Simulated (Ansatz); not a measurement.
# C2H3AlS: the cost of one run

Method: RKS PBE/def2-SVP, in Ansatz 0.2.0.

## Step 1: The structure to begin with

Bond lengths: S1–Al2 2.203 Å, Al2–C3 1.791 Å, Al2–C4 1.861 Å, C3–C4 1.453 Å, S1–H5 1.415 Å, C3–H6 1.104 Å, C4–H7 1.063 Å. Angles: S1–Al2–C3 157.0°, S1–Al2–C4 156.1°, C3–Al2–C4 46.8°, Al2–S1–H5 94.5°, Al2–C3–C4 69.1°, Al2–C3–H6 146.3°, C4–C3–H6 144.2°, Al2–C4–C3 64.0°, Al2–C4–H7 144.5°, C3–C4–H7 150.6°.

Structure file:

```xyz
7

S    -1.5691    1.6049   -1.4629
Al   -0.1625    0.3805   -0.2893
C     0.7226   -0.1750    1.1649
C     1.1482   -0.9113   -0.0127
H    -2.6777    0.7596   -1.2232
H     0.9237   -0.0084    2.2377
H     1.6761   -1.7184   -0.4603
```

## Step 2: Relaxing the start

File input.yaml:

```yaml
crystal:
  periodic: [false, false, false]
  atoms:
    - { symbol: S, position_ang: [-1.5691, 1.6049, -1.4629] }
    - { symbol: Al, position_ang: [-0.1625, 0.3805, -0.2893] }
    - { symbol: C, position_ang: [0.7226, -0.175, 1.1649] }
    - { symbol: C, position_ang: [1.1482, -0.9113, -0.0127] }
    - { symbol: H, position_ang: [-2.6777, 0.7596, -1.2232] }
    - { symbol: H, position_ang: [0.9237, -0.0084, 2.2377] }
    - { symbol: H, position_ang: [1.6761, -1.7184, -0.4603] }
basis:
  gaussian: { orbitals: def2-SVP }
hamiltonian:
  xc: pbe
relax:
  f_tol: 0.02
  max_steps: 40
scf:
  lower_state_search: "off"
```

Launch:

```console
> ansatz run input.yaml --threads 1 --pin off --max-ram 2048MiB --backend cpu --events-out ev --progress --plain --runs-dir out
```

**Question.** How long does this run take on 1 thread of Intel Xeon at 2.80GHz (Skylake/Cascade Lake), shared host, and how much memory does it need?

About 18 s, with a peak of 0.13 GiB.
